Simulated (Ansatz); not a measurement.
# SnSbS2: the cost of one run

Computed with Ansatz 0.2.0 (DFT PBE, scalar-relativistic, plane waves, PAW, unless a step's input says otherwise).

**1. The starting structure**

The structure is trigonal, space group P-3m1 (No. 164). Conventional cell: a = 4.407 Å, b = 4.407 Å, c = 5.678 Å, α = 90.00°, β = 90.00°, γ = 120.00°. Sn (site symmetry -3m) is surrounded by 6 S at 2.81 Å and 2 Sb at 2.84 Å. Sb (site symmetry -3m) is surrounded by 2 Sn at 2.84 Å and 6 S at 3.03 Å. S (site symmetry 3m) is surrounded by 3 Sn at 2.81 Å and 3 Sb at 3.03 Å.

As a file:

```xyz
4
Lattice="4.4073 0.0000 0.0000 -2.2037 3.8169 0.0000 0.0000 0.0000 5.6777" Properties=species:S:1:pos:R:3 pbc="T T T"
Sn    0.0000    0.0000    0.0000
Sb    0.0000    0.0000    2.8388
S     0.0000    2.5446    1.1942
S     2.2037    1.2723    4.4835
```

Recipe of the guess: species swapped into a database cell of NiSn2Au (P-3m1, No. 164), with Sn on the Ni sites, S on the Sn sites and Sb on the Au sites. Lengths come from tabulated atomic sizes and are only a guess.

**2. Probe: one point on a coarse mesh**

File input.yaml:

```yaml
crystal:
  lattice:
    - [4.40734851, 0.0, 0.0]
    - [-2.20367425, 3.81687577, 0.0]
    - [0.0, 0.0, 5.67765286]
  atoms:
    - { symbol: Sn, position: [0.0, 0.0, 0.0] }
    - { symbol: Sb, position: [0.0, 0.0, 0.5] }
    - { symbol: S, position: [0.33333333, 0.66666667, 0.21032739] }
    - { symbol: S, position: [0.66666667, 0.33333333, 0.78967261] }
basis:
  ecutwfc: 420
kpoints:
  mp_grid: { grid: [6, 6, 4] }
hamiltonian:
  xc: pbe
scf:
  occupations: { method: gaussian, width: 0.1 }
  lower_state_search: "off"
output:
  forces: true
  stress: true
  eigenvalues: true
```

Started as:

```console
ansatz run input.yaml --threads 1 --pin off --max-ram 2560MiB --backend cpu --events-out ev --progress --plain --runs-dir out
```

Q: Estimate wall time and peak memory on 1 thread of Arm Neoverse V2, shared host.

About 4.1 s, with a peak of 0.37 GiB.
